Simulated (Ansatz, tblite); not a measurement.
# As(OEt)3 (C6H15AsO3): rung by rung

How do method and basis change the picture of As(OEt)3 (C6H15AsO3) (singlet)?

The runs use Ansatz 0.2.0, Gaussian basis; as each input shows.

Levels to be run: GFN1-xTB, GFN2-xTB, PBE-D4/def2-TZVP, r2SCAN-D4/def2-TZVP, BHLYP-D4/def2-TZVP, BLYP-D4/def2-TZVP, PBE-D4/def2-SVP, PBE0-D4/def2-SVP, HF/STO-3G, MP2/def2-SVP.

1 further run of the same task is left out (set aside as unsound or not needed).

### 1 The structure

The singlet was relaxed beforehand with r2SCAN-D4/def2-SVP.

25 atoms, charge 0, spin multiplicity 1.

Bond lengths: As1–O2 1.788 Å, As1–O10 1.788 Å, As1–O18 1.788 Å, O2–C3 1.425 Å, C3–C4 1.513 Å, C3–H5 1.107 Å, C3–H6 1.111 Å, C4–H7 1.101 Å, C4–H8 1.101 Å, C4–H9 1.101 Å, O10–C11 1.425 Å, C11–C12 1.513 Å, C11–H13 1.107 Å, C11–H14 1.111 Å, C12–H15 1.101 Å, C12–H16 1.101 Å, C12–H17 1.101 Å, O18–C19 1.425 Å and more. Angles: O2–As1–O10 95.0°, O2–As1–O18 95.0°, O10–As1–O18 95.0°, As1–O2–C3 118.1°, O2–C3–C4 108.1°, O2–C3–H5 109.9°, O2–C3–H6 110.9°, C4–C3–H5 110.4°, C4–C3–H6 110.2°, H5–C3–H6 107.4°, C3–C4–H7 110.8°, C3–C4–H8 110.4°, C3–C4–H9 110.1°, H7–C4–H8 108.6°, H7–C4–H9 108.7°, H8–C4–H9 108.2°, As1–O10–C11 118.1°, O10–C11–C12 108.1° and more.

As a file:

```
As    0.0044   -0.0040    1.0745
O     1.5049   -0.2553    0.1351
C     2.6055    0.6150    0.3824
C     3.7615    0.1688   -0.4864
H     2.3228    1.6584    0.1422
H     2.8978    0.5890    1.4537
H     4.6385    0.8170   -0.3323
H     4.0446   -0.8682   -0.2471
H     3.4751    0.2098   -1.5489
O    -0.5300    1.4204    0.1350
C    -1.8283    1.9472    0.3936
C    -2.0103    3.1860   -0.4559
H    -2.5981    1.1913    0.1440
H    -1.9471    2.1979    1.4690
H    -3.0066    3.6271   -0.2945
H    -1.2476    3.9396   -0.2056
H    -1.9056    2.9331   -1.5223
O    -0.9643   -1.1810    0.1401
C    -0.7719   -2.5681    0.4028
C    -1.7579   -3.3472   -0.4399
H     0.2663   -2.8589    0.1502
H    -0.9256   -2.7924    1.4797
H    -1.6425   -4.4300   -0.2747
H    -2.7906   -3.0611   -0.1868
H    -1.5951   -3.1345   -1.5079
```

PBE0-D4/def2-TZVP was run before; its log isn't repeated, and its numbers join the tables.

### 2 GFN1-xTB

Tight binding, by tblite at 300 K electronic temperature and without a spin-polarisation term:

```python
tblite.interface.Calculator('GFN1-xTB', numbers, positions, charge=0, uhf=0).singlepoint()
```

Energy -1015.0444 eV, HOMO -12.38 eV, LUMO -6.10 eV; 0.085 s.

### 3 GFN2-xTB

Tight binding, by tblite at 300 K electronic temperature and without a spin-polarisation term:

```python
tblite.interface.Calculator('GFN2-xTB', numbers, positions, charge=0, uhf=0).singlepoint()
```

Energy -954.9864 eV, HOMO -10.83 eV, LUMO -4.25 eV; 0.049 s.

### 4 PBE-D4/def2-TZVP

start.molden holds the orbitals of an earlier run on this state, given as this run's starting guess.

Contents of in.yaml:

```yaml
crystal:
  periodic: [false, false, false]
  atoms:
    - {symbol: As, position_ang: [0.004409, -0.003995, 1.074464]}
    - {symbol: O, position_ang: [1.504889, -0.255325, 0.135076]}
    - {symbol: C, position_ang: [2.605549, 0.615020, 0.382388]}
    - {symbol: C, position_ang: [3.761466, 0.168774, -0.486388]}
    - {symbol: H, position_ang: [2.322760, 1.658414, 0.142175]}
    - {symbol: H, position_ang: [2.897848, 0.589021, 1.453676]}
    - {symbol: H, position_ang: [4.638476, 0.816989, -0.332335]}
    - {symbol: H, position_ang: [4.044553, -0.868175, -0.247069]}
    - {symbol: H, position_ang: [3.475130, 0.209845, -1.548866]}
    - {symbol: O, position_ang: [-0.529957, 1.420382, 0.134966]}
    - {symbol: C, position_ang: [-1.828339, 1.947186, 0.393562]}
    - {symbol: C, position_ang: [-2.010334, 3.186013, -0.455885]}
    - {symbol: H, position_ang: [-2.598074, 1.191341, 0.144018]}
    - {symbol: H, position_ang: [-1.947090, 2.197881, 1.469000]}
    - {symbol: H, position_ang: [-3.006567, 3.627055, -0.294502]}
    - {symbol: H, position_ang: [-1.247566, 3.939620, -0.205650]}
    - {symbol: H, position_ang: [-1.905609, 2.933113, -1.522318]}
    - {symbol: O, position_ang: [-0.964347, -1.180984, 0.140140]}
    - {symbol: C, position_ang: [-0.771857, -2.568119, 0.402837]}
    - {symbol: C, position_ang: [-1.757893, -3.347212, -0.439900]}
    - {symbol: H, position_ang: [0.266337, -2.858851, 0.150234]}
    - {symbol: H, position_ang: [-0.925556, -2.792416, 1.479722]}
    - {symbol: H, position_ang: [-1.642508, -4.430004, -0.274748]}
    - {symbol: H, position_ang: [-2.790630, -3.061129, -0.186752]}
    - {symbol: H, position_ang: [-1.595070, -3.134454, -1.507854]}
basis:
  gaussian: {orbitals: def2-TZVP, initial_orbitals: start.molden}
hamiltonian: {xc: pbe, dispersion: d4}
scf: {omitted_lower_state_checks: [starts]}
output: {orbitals: {seedname: orbitals}}
```

Command:

```sh
$ ansatz run in.yaml --threads 4 --pin off --events-out ev --progress --plain --max-ram 6963MiB
```

The runs that follow: r2SCAN-D4/def2-TZVP; BHLYP-D4/def2-TZVP; BLYP-D4/def2-TZVP; PBE-D4/def2-SVP; PBE0-D4/def2-SVP; HF/STO-3G; MP2/def2-SVP.

**Question.** What will the summary of the whole plan be? Wanted: gap in def2-TZVP, named functionals, smallest and largest; correlation energy, MP2/def2-SVP; binding an atom, functionals in def2-TZVP; PBE0 total energy, smallest basis above largest.

**Answer**, as computed:

```
                                                 quantity                                 value
gap in def2-TZVP, named functionals, smallest and largest  5.08 eV (PBE-D4), 9.41 eV (BHLYP-D4)
                         correlation energy, MP2/def2-SVP                             -44.77 eV
                binding an atom, functionals in def2-TZVP   3.88 (BHLYP-D4) to 4.11 eV (PBE-D4)
          PBE0 total energy, smallest basis above largest        22.01 eV (def2-SVP, def2-TZVP)
```

Orbital gaps of the named functionals in def2-TZVP span 5.08 eV (PBE-D4) to 9.41 eV (BHLYP-D4); exact exchange widens it.
